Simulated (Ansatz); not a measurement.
**LaPd2 in Ansatz: convergence with k mesh**

Input of the first run (k mesh 3 × 3 × 3); the others differ in this setting and in those tied to it:

input.yaml

```yaml
crystal:
  lattice:
    - [-2.003874, 2.003874, 4.471731]
    - [2.003874, -2.003874, 4.471731]
    - [2.003874, 2.003874, -4.471731]
  atoms:
    - { symbol: La, position: [0.0, 0.0, 0.0] }
    - { symbol: Pd, position: [0.25, 0.75, 0.5] }
    - { symbol: Pd, position: [0.75, 0.25, 0.5] }
hamiltonian:
  xc: pbesol
  pseudopotentials: { kind: paw }
kpoints:
  mp_grid: { grid: [3, 3, 3] }
scf:
  occupations: { method: gaussian, width: 0.1 }
output:
  forces: true
  stress: true
  eigenvalues: true
```

Potentials or basis: Ansatz PAW.

Run with:

```sh
$ ansatz run input.yaml --threads 2 --pin off --max-ram 5632MiB --backend cpu --events-out ev --progress --plain --runs-dir out
```

The cell comes from a database or a generator and needn't be the stable form of this composition.

Hardware: 2 threads of AMD EPYC 9R45 96-Core Processor (Zen 5) (shared host).

The values tried are 3 × 3 × 3, 4 × 4 × 4, 5 × 5 × 5, 7 × 7 × 7, 8 × 8 × 8, 11 × 11 × 11, 13 × 13 × 13, 15 × 15 × 15, loosest first. From which on does the pressure stay within 0.1 GPa of the tightest run that finished?

From 7 × 7 × 7 on.

```csv
k mesh,"energy less the tightest run, at zero smearing (meV/atom)",pressure (GPa),SCF cycles,CPU time (s),peak memory (GiB)
3 × 3 × 3,0.90,-5.03,8,0.77,0.39
4 × 4 × 4,4.80,-4.85,7,0.98,0.39
5 × 5 × 5,5.80,-5.15,6,1.1,0.42
7 × 7 × 7,0.09,-4.94,7,2,0.46
8 × 8 × 8,3.97,-4.89,6,2.5,0.48
11 × 11 × 11,0.09,-5.01,6,4.7,0.57
13 × 13 × 13,0.21,-4.96,6,7,0.65
15 × 15 × 15,0.00,-4.98,6,10,0.76
```

Against the tightest run, the energy stays within 1 meV/atom from 11 × 11 × 11 on. Meshes of other sizes hit other points, so gaps and Fermi surfaces needn't settle smoothly. The tightest run that finished is the yardstick and may itself not be fully converged.

Caveat, for the tightest run too: the PAW data sets come from PBE, with cores solved anew for the run's functional, which leaves a small shift of forces and pressure. Spin-orbit coupling is left out, which matters for the levels of La.
